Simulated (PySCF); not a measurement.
# C5H12SSi: electronic excitations

Aim: predict the electronic excitations of C5H12SSi (`CCS[C@@H]1C[Si@H]1C`).

Computed with PySCF 2.14.0, with density-fitted response routines of our own, on a single molecule in the gas phase. Atoms count from 0, in the outputs and in this text.

## Step 1: The starting structure

19 atoms, charge 0, multiplicity 1; geometry from: GFN2-xTB.

Bonds of the start (Å): C0–C1 1.52, C1–S2 1.83, S2–C3 1.80, C3–C4 1.54, C4–Si5 1.88, Si5–C6 1.89, Si5–C3 1.89, C0–H7 1.09, C0–H8 1.09, C0–H9 1.09, C1–H10 1.09, C1–H11 1.09, C3–H12 1.08, C4–H13 1.08, C4–H14 1.08, Si5–H15 1.45, C6–H16 1.08, C6–H17 1.09, C6–H18 1.09.

## Step 2: TDDFT and polarisability: B3LYP/def2-SVPD

The job: settings as JSON, then the geometry in Å.

```
{"job": {"kind": "uv", "xc": "B3LYP", "basis": "def2-SVPD", "nstates": 8, "ntriplets": 3}, "charge": 0, "multiplicity": 1}
C      2.971643     0.084248    -0.299195
C      2.278090    -1.263313    -0.349073
S      0.834913    -1.369048     0.772663
C     -0.377010    -0.403598    -0.133896
C     -0.392194     1.120792     0.072107
Si    -1.924029     0.250389     0.741036
C     -3.545182     0.327572    -0.234563
H      2.313977     0.868830    -0.664962
H      3.260588     0.321478     0.722275
H      3.866770     0.065554    -0.918893
H      1.922700    -1.494562    -1.354378
H      2.944013    -2.058912    -0.015434
H     -0.429225    -0.746932    -1.161202
H      0.342118     1.495137     0.771698
H     -0.416635     1.712739    -0.834450
H     -2.005735     0.065404     2.179220
H     -4.382739     0.113023     0.420625
H     -3.705417     1.313121    -0.659538
H     -3.566448    -0.392672    -1.046338
```

Method: TDDFT B3LYP/def2-SVPD, vertical, gas phase, core orbitals frozen in the response.

Command:

```bash
$ OMP_NUM_THREADS=1 python probes_run.py task.json out
```

One launch serves the whole session: the jobs run in the order shown.

What will the session give for the following? lowest singlet (B3LYP/def2-SVPD); brightest single state of those computed; lowest triplet. Wanted: lowest singlet; brightest single state of those computed; lowest triplet.

As calculated:

| quantity | value |
| --- | --- |
| lowest singlet (B3LYP/def2-SVPD) | 5.04 eV (246 nm), f = 0.001 |
| brightest single state of those computed | state 8, 6.11 eV, f = 0.113 |
| lowest triplet | 4.86 eV |

What this shows: The lowest singlet, at 5.04 eV, is HOMO→LUMO 0.95 and is dark; of the 8 states computed, the strongest absorption comes from state 8 at 6.11 eV (the last computed, so partners may be missing). The lowest triplet lies 0.18 eV below the lowest singlet (triplets in Tamm-Dancoff, singlets in full TDDFT). States above −ε(HOMO) lie where TDDFT describes them poorly and they hang on the basis; the brightest is among them.
